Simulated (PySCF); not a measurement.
# C2H10OSi2: magnetic properties

An exercise on one series of results from a longer session: the logs are not shown, and one member is left open.

Computed with PySCF 2.14.0 and routines of our own; the level stands in each step. Atoms count from 0.

### The starting structure

15 atoms, charge 0, multiplicity 1; geometry from: GFN2-xTB.

The first run:

What the job is given:

```
{"job": {"xc": "PBE0", "basis": "def2-SVP", "d3": "d3bj", "grid": 1, "kind": "geom"}, "charge": 0, "multiplicity": 1}
C      1.429064    -1.008833    -0.928278
Si     0.186470     0.403918    -0.615593
C      0.974967     1.593925     0.649929
Si    -1.879921    -0.366398     0.063768
O     -1.551242    -1.150208     1.458820
H      1.057449    -1.698997    -1.680158
H      2.388259    -0.633053    -1.274055
H      1.607314    -1.579489    -0.020944
H      0.053070     1.151004    -1.886817
H      1.135779     1.097840     1.603463
H      0.334837     2.452601     0.832071
H      1.936188     1.967902     0.307136
H     -2.551965    -1.307968    -0.846662
H     -2.894443     0.663549     0.341782
H     -2.230241    -1.577803     1.973625
```

Started as:

```bash
$ OMP_NUM_THREADS=1 python excited_run.py task.json out
```

This one command runs all jobs of the session in turn.

Steps of the session up to this table: Geometry optimisation at PBE0-D3(BJ)/def2-SVP; Magnetic properties: GIAO KT2/pcSseg-1; Magnetic properties: GIAO wB97X-D/pcSseg-1; Magnetic properties: GIAO PBE0/pcSseg-1; Magnetic properties: GIAO B97-2/pcSseg-1; Magnetic properties: GIAO OPBE/pcSseg-1; Magnetic properties: GIAO BLYP/pcSseg-1.

One of the session's tables, all rows but one given; the rest of the session is left out.

It belongs to the step «Magnetic properties side by side». 

```
                level  gap (eV)
    GIAO KT2/pcSseg-1      5.57
GIAO wB97X-D/pcSseg-1     11.27
   GIAO PBE0/pcSseg-1         ?
  GIAO B97-2/pcSseg-1      7.47
   GIAO OPBE/pcSseg-1      5.84
   GIAO BLYP/pcSseg-1      5.64
```

Estimate the missing values for GIAO PBE0/pcSseg-1.

As computed: gap (eV): 7.67. In the column «gap (eV)» it lies between GIAO B97-2/pcSseg-1 (7.47) and GIAO wB97X-D/pcSseg-1 (11.27).

Limits of these values: Vibrational averaging and real surroundings are missing from these values.
